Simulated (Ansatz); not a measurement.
# Ru2Rh: the cost of one run

Program: Ansatz 0.2.0. Level of theory: DFT PBE, scalar-relativistic, plane waves, PAW. These are calculated values, not measurements.

1 further run of the same task is left out (it didn't finish).

## 1. Starting point

It takes space group P6/mmm (No. 191, hexagonal). Conventional cell: a = 4.247 Å, b = 4.247 Å, c = 2.700 Å, α = 90.00°, β = 90.00°, γ = 120.00°. Ru (site symmetry -6m2) has 5 Ru at 2.45 to 2.70 Å and 6 Rh at 2.80 Å in its first shell of neighbours. Rh (site symmetry 6/mmm) has 2 Rh at 2.70 Å and 12 Ru at 2.80 Å in its first shell of neighbours.

Coordinates:

```xyz
3
Lattice="4.2469 0.0000 0.0000 -2.1235 3.6780 0.0000 0.0000 0.0000 2.6997" Properties=species:S:1:pos:R:3 pbc="T T T"
Ru    0.0000    2.4520    1.3499
Ru    2.1235    1.2260    1.3499
Rh    0.0000    0.0000    0.0000
```

A structure generator made this guess: species swapped into a database cell of Li2Pt (P6/mmm, No. 191), with Ru on the Li sites and Rh on the Pt sites. Its size is a rough estimate.

## 2. A first look at the guess

Contents of input.yaml:

```yaml
crystal:
  lattice:
    - [4.24693374, 0.0, 0.0]
    - [-2.12346687, 3.6779525, 0.0]
    - [0.0, 0.0, 2.69973569]
  atoms:
    - { symbol: Ru, position: [0.33333333, 0.66666667, 0.5] }
    - { symbol: Ru, position: [0.66666667, 0.33333333, 0.5] }
    - { symbol: Rh, position: [0.0, 0.0, 0.0] }
basis:
  ecutwfc: 420
kpoints:
  mp_grid: { grid: [6, 6, 6] }
hamiltonian:
  xc: pbe
scf:
  occupations: { method: gaussian, width: 0.1 }
  lower_state_search: "off"
output:
  forces: true
  stress: true
  eigenvalues: true
```

Run with:

```sh
> ansatz run input.yaml --threads 1 --pin off --max-ram 2560MiB --backend cpu --events-out ev --progress --plain --runs-dir out
```

What time and memory should one allow on 1 thread of AMD EPYC (Zen 3), shared host?

About 3.2 s, with a peak of 0.34 GiB.
